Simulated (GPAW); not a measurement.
# One shape, several levels: C2H2AlF (SMILES [F][Al]1[CH]=[CH]1)

Wanted: a comparison of 4 runs (BEEF-vdW/real-space grid, PBE/real-space grid, RPBE-D3(0)/real-space grid, PBE/dzp) of C2H2AlF. The job is set up through an ASE script.

Program for the calculation: GPAW 26.7.0.

1 further run of the same task is left out (set aside as unsound or not needed). Runs told in other sessions of the task aren't counted.

## Step 1: Starting point

C2H2AlF has 6 atoms, charge 0, and is taken as a singlet. SMILES: `[F][Al]1[CH]=[CH]1`. Geometry: a GFN2-xTB relaxation, a rough one for these elements and not checked as a minimum.

Bond lengths: F1–Al2 1.652 Å, Al2–C3 1.920 Å, Al2–C4 1.919 Å, C3–C4 1.395 Å, C3–H5 1.090 Å, C4–H6 1.090 Å. Angles: F1–Al2–C3 158.6°, F1–Al2–C4 158.8°, C3–Al2–C4 42.6°, Al2–C3–C4 68.6°, Al2–C4–C3 68.7°, Al2–C3–H5 168.0°, C4–C3–H5 123.4°, Al2–C4–H6 167.6°, C3–C4–H6 123.7°.

## Step 2: The charge distribution at BEEF-vdW/real-space grid (scalar-relativistic datasets) (run 1)

Input file gs.xyz:

```xyz
6

F     -1.815710    -1.830150     1.264150
Al    -0.772180    -0.776170     0.537210
C      0.899820    -0.020950    -0.028180
C     -0.178720     0.743700    -0.472200
H      1.939290     0.230760    -0.236940
H     -0.072510     1.652800    -1.064050
```

Input file gs_sp.py:

```python
import numpy as np
from ase.dft.bee import BEEFEnsemble
from ase.io import read
from ase.units import Debye
from gpaw import GPAW

# Set up the molecule
system = read('gs.xyz')
system.center(vacuum=5.0)

# DFT calculator
calculator = GPAW(mode='fd', h=0.18, maxiter=150, xc='BEEF-vdW', txt='gs.txt')
system.calc = calculator

energy = system.get_potential_energy()
print(f'Energy = {energy:.5f} eV')
dipole = system.get_dipole_moment() / Debye
print(f'Dipole = {np.linalg.norm(dipole):.3f} D')

ensemble = BEEFEnsemble(system).get_ensemble_energies(2000)
spread = ensemble.std()
print(f'Ensemble spread = {spread:.3f} eV')
```

The run is started by

```
python3 gs_sp.py
```

Output:

```text
Energy = -86.48909 eV
Dipole = 0.371 D
beefvdw ensemble started
beefvdw ensemble finished
Ensemble spread = 72.518 eV
```

gs.txt:

```text
__  _  _
 | _ |_)|_||  |
 |__||  | ||/\| - 26.7.0

units:  Angstrom and eV
cores:  1
OpenMP: False

Versions:
  Python: 3.12.14
  ASE:    3.29.0
  Numpy:  2.5.5
  Scipy:  1.18.1
  Libxc:  7.0.0

        _gpaw.cpython-312-x86_64-linux-gnu.so

Input parameters:
  mode=FD(),
  h=0.18,
  maxiter=150,
  xc=XC(name='BEEF-vdW')

[... 58 lines left out ...]
|   |                                coordinates |     weight |
[... 126 lines left out ...]
Reference energy: -11397.740606  # eV
[... 3 lines left out ...]
  Converge bands: occupied
[... 12 lines left out ...]
  Fourier metric: weight=20.0, sigma=0.015
[... 15 lines left out ...]
convergence criteria:
- Maximum [total energy] change in last 3 cyles: 0.0005 eV / valence electron
[... 13 lines left out ...]
Converged in 16 steps
[... 12 lines left out ...]
  Free energy:     -86.489089
[... 2 lines left out ...]
dipole moment: (0.047367, 0.051131, -0.033448)  # |e|*Ang

Fermi level: -4.335
Eigenvalues  # (at kpt = [0.000, 0.000, 0.000])
| band index |      eig [eV] | occ [0-2] |
|------------|---------------|-----------|
|          0 |       -29.567 |     2.000 |
|        ... |               |           |
|          2 |       -13.310 |     2.000 |
|          3 |       -12.189 |     2.000 |
|          4 |       -11.538 |     2.000 |
[... 10 lines of this table left out ...]
|         15 |         0.681 |     0.000 |

Gap: 3.210 eV
Transition (v -> c):
  (s=0, k=0, n=9, [0.00, 0.00, 0.00]) -> (s=0, k=0, n=10, [0.00, 0.00, 0.00])
No difference between direct/indirect transitions
vacuum-level: 0.000  # V

timing:  # [seconds]
  Total: 910.012  # ━━━━━━━━━━━━━━━━━━━━━━━━━━━━━━━━━━━━━━━━━━━━━━━━━━━━━━━━━
  Init:   60.729  # ━━━━
  SCF:   816.258  # ━━━━━━━━━━━━━━━━━━━━━━━━━━━━━━━━━━━━━━━━━━━━━━━━━━━

Max RSS: 7093.488  # MiB
```

Wall time 15 min (1 thread of Intel Xeon Platinum 8375C at 2.90GHz (Ice Lake), shared host); peak memory 6.9 GiB.

## Step 3: The charge distribution at PBE/real-space grid (scalar-relativistic datasets) (run 2)

Input file gs.py:

```python
import numpy as np
from ase.io.zmatrix import parse_zmatrix
from ase.units import Debye
from gpaw import GPAW

# Geometry
atoms = parse_zmatrix("""
F
Al 1 1.651748
C 2 1.919794 1 158.56942
C 3 1.394666 2 68.64943 1 179.81359
H 3 1.089696 4 123.37053 2 -179.89291
H 4 1.089968 3 123.69743 5 0.0862
""")
atoms.center(vacuum=4.5)

# Ground state
calc = GPAW(mode="fd", xc="PBE", maxiter=150, h=0.18, txt="-")
atoms.calc = calc

energy = atoms.get_potential_energy()
print(f"Energy                  {energy:.5f} eV")
forces = atoms.get_forces()
print("Forces (eV/Ang)")
for symbol, f in zip(atoms.symbols, forces):
    print(f'{symbol:2} {f[0]:9.4f} {f[1]:9.4f} {f[2]:9.4f}')
dipole = atoms.get_dipole_moment() / Debye
print(f"Dipole = {np.linalg.norm(dipole):.3f} D")
homo, lumo = calc.get_homo_lumo()
print(f"HOMO                    {homo:.3f} eV")
print(f"LUMO = {lumo:.3f} eV")
print(f"Gap                     {lumo - homo:.3f} eV")
```

The run is started by

```
python gs.py
```

Output:

```text
[...]
Number of symmetries: 1
[...]
  Number of IBZ points: 1
[...]
Spin-components: 1 (collinear spins)
Bands:           16
[...]
  Valence electrons: 20.0
[...]
  Grid points: [76 64 52]
  Charge: 0.0  # |e|
[...]
    cutoffs:
[...]
occupation numbers:
  # Zero width
[...]
xc functional:
  name: PBE with 2 nearest neighbor stencil
[...]
|iter     |     time |      energy | eigst |  dens |
[...]
|iter:   1| 00:00:05 |  -36.414379 | +1.10 |       |
[...]
|iter:  16| 00:00:35 |  -31.435294c| -7.81c| -5.83c|
Converged in 16 steps
[...]
Energy contributions relative to reference atoms: (reference = -11397.740606)
Energy contributions:
  Kinetic:          28.976130
  Coulomb:         -30.391489
  Zero:              0.354978
  External:          0.000000
  Xc:              -30.374913
  Entropy:           0.000000
  Spinorbit:         0.000000
  ----------------------------
  Free energy:     -31.435294
  Extrapolated:    -31.435294
dipole moment: (0.102835, -0.002157, -0.001121)  # |e|*Ang
Fermi level: -4.057
Eigenvalues  # (at kpt = [0.000, 0.000, 0.000])
| band index |      eig [eV] | occ [0-2] |
|------------|---------------|-----------|
|          0 |       -29.154 |     2.000 |
|        ... |               |           |
|          2 |       -12.973 |     2.000 |
|          3 |       -11.926 |     2.000 |
|          4 |       -11.240 |     2.000 |
|          5 |       -10.207 |     2.000 |
|          6 |       -10.160 |     2.000 |
|          7 |        -7.652 |     2.000 |
|          8 |        -7.208 |     2.000 |
|          9 |        -5.631 |     2.000 |
|         10 |        -2.484 |     0.000 |
|         11 |        -1.422 |     0.000 |
[...]
Gap: 3.146 eV
Transition (v -> c):
[...]
Forces (eV/Ang)
F    -0.5069   -0.0346   -0.0066
Al    2.3813    0.0132    0.0049
C    -1.0562   -0.8201    0.0008
C    -1.0677    0.7813   -0.0072
H     0.0909    0.3463    0.0051
H     0.0897   -0.3244   -0.0030
Dipole = 0.494 D
HOMO                    -5.631 eV
LUMO = -2.484 eV
Gap                     3.146 eV
```

It took 35 s on 1 thread of Intel Xeon Platinum 8375C at 2.90GHz (Ice Lake), shared host; peak memory 0.67 GiB.

Run 3 isn't shown in full; the table further down has it.

## Step 4: The charge distribution at PBE/dzp (scalar-relativistic datasets) (run 4)

Input file mol.xyz:

```xyz
6

F     -1.815710    -1.830150     1.264150
Al    -0.772180    -0.776170     0.537210
C      0.899820    -0.020950    -0.028180
C     -0.178720     0.743700    -0.472200
H      1.939290     0.230760    -0.236940
H     -0.072510     1.652800    -1.064050
```

Input file sp.py:

```python
import numpy as np
from ase.io import read
from ase.units import Debye
from gpaw import GPAW

molecule = read("mol.xyz")
molecule.center(vacuum=4.5)

calc = GPAW(mode="lcao", basis="dzp", h=0.18, xc="PBE", maxiter=150, txt="-")
molecule.calc = calc

energy = molecule.get_potential_energy()
print(f"Energy: {energy:.5f} eV")
forces = molecule.get_forces()
print("Forces (eV/Ang)")
for symbol, f in zip(molecule.symbols, forces):
    print(f'{symbol:2} {f[0]:9.4f} {f[1]:9.4f} {f[2]:9.4f}')
dipole = molecule.get_dipole_moment() / Debye
print(f"Dipole = {np.linalg.norm(dipole):.3f} D")
homo, lumo = calc.get_homo_lumo()
print(f"HOMO: {homo:.3f} eV")
print(f"LUMO: {lumo:.3f} eV")
print(f"Gap: {lumo - homo:.3f} eV")
```

The run is started by

```
OMP_NUM_THREADS=1 python sp.py
```

Output:

```text
[...]
Number of symmetries: 1
[...]
  Number of IBZ points: 1
[...]
basis functions: 62
Spin-components: 1 (collinear spins)
Bands:           16
[...]
  Valence electrons: 20.0
[...]
  Grid points: [72 68 64]
  Charge: 0.0  # |e|
[...]
    cutoffs:
[...]
occupation numbers:
  # Zero width
[...]
xc functional:
  name: PBE with 2 nearest neighbor stencil
[...]
|iter     |     time |      energy | eigst |  dens |
[...]
|iter:   1| 00:00:12 |  -32.484875 |      c|       |
[...]
|iter:  10| 00:00:23 |  -29.634556c|      c| -4.56c|
Converged in 10 steps
[...]
Energy contributions relative to reference atoms: (reference = -11397.740606)
Energy contributions:
  Kinetic:          26.212812
  Coulomb:         -26.021304
  Zero:              0.359563
  External:          0.000000
  Xc:              -30.185626
  Entropy:           0.000000
  Spinorbit:         0.000000
  ----------------------------
  Free energy:     -29.634556
  Extrapolated:    -29.634556
dipole moment: (0.069729, 0.073406, -0.049034)  # |e|*Ang
Fermi level: -3.860
Eigenvalues  # (at kpt = [0.000, 0.000, 0.000])
| band index |      eig [eV] | occ [0-2] |
|------------|---------------|-----------|
|          0 |       -28.968 |     2.000 |
|        ... |               |           |
|          2 |       -12.929 |     2.000 |
|          3 |       -11.831 |     2.000 |
|          4 |       -11.057 |     2.000 |
|          5 |        -9.905 |     2.000 |
|          6 |        -9.853 |     2.000 |
|          7 |        -7.548 |     2.000 |
|          8 |        -7.067 |     2.000 |
|          9 |        -5.536 |     2.000 |
|         10 |        -2.184 |     0.000 |
|         11 |        -1.027 |     0.000 |
[...]
Gap: 3.352 eV
Transition (v -> c):
[...]
Forces (eV/Ang)
F    -0.4643   -0.5035    0.2961
Al    1.6822    1.6791   -1.1627
C    -1.4306   -0.6477    0.5079
C    -0.5692   -1.2909    0.8515
H     0.9410    0.0083   -0.0543
H    -0.1367    0.7648   -0.4922
Dipole = 0.540 D
HOMO: -5.536 eV
LUMO: -2.184 eV
Gap: 3.352 eV
```

Wall time 24 s (1 thread of Intel Xeon Platinum 8375C at 2.90GHz (Ice Lake), shared host); peak memory 0.76 GiB.

## Step 5: Overview of the runs

```
run                                                                   level  vacuum round the molecule  grid spacing  energy (Eh)  dipole moment (D)  HOMO energy (eV)  LUMO energy (eV)  wall time
  1                 BEEF-vdW/real-space grid (scalar-relativistic datasets)                          5          0.18  -422.037657               0.37             -5.94             -2.73     15 min
  2                      PBE/real-space grid (scalar-relativistic datasets)                        4.5          0.18  -420.014467               0.49             -5.63             -2.48       35 s
  3  RPBE-D3(0)/real-space grid (scalar-relativistic datasets + spin-orbit)                        4.5          0.16  -420.322037               0.44             -5.61             -2.42       74 s
  4                                  PBE/dzp (scalar-relativistic datasets)                        4.5          0.18  -419.948291               0.54             -5.54             -2.18       24 s
```

## Step 6: Outcome

| quantity | value |
| --- | --- |
| run 4: energy as printed (from the program's reference atoms) | -29.6346 eV |
| run 4: dipole moment | 0.54 D |
| run 4: HOMO energy | -5.54 eV |
| run 4: LUMO energy | -2.18 eV |
| run 4: HOMO–LUMO gap | 3.35 eV |
| run 4: largest force on an atom | 2.646 eV/Å |

**Reading.** The dipole moment (its size) runs from 0.37 D (BEEF-vdW/real-space grid) to 0.54 D (PBE/dzp). The two ends differ in method and basis. The HOMO–LUMO gap runs from 3.15 eV (PBE/real-space grid) to 3.35 eV (PBE/dzp). Totals of different functionals can't be ranked against each other. All runs together took 17 min, the longest 15 min.
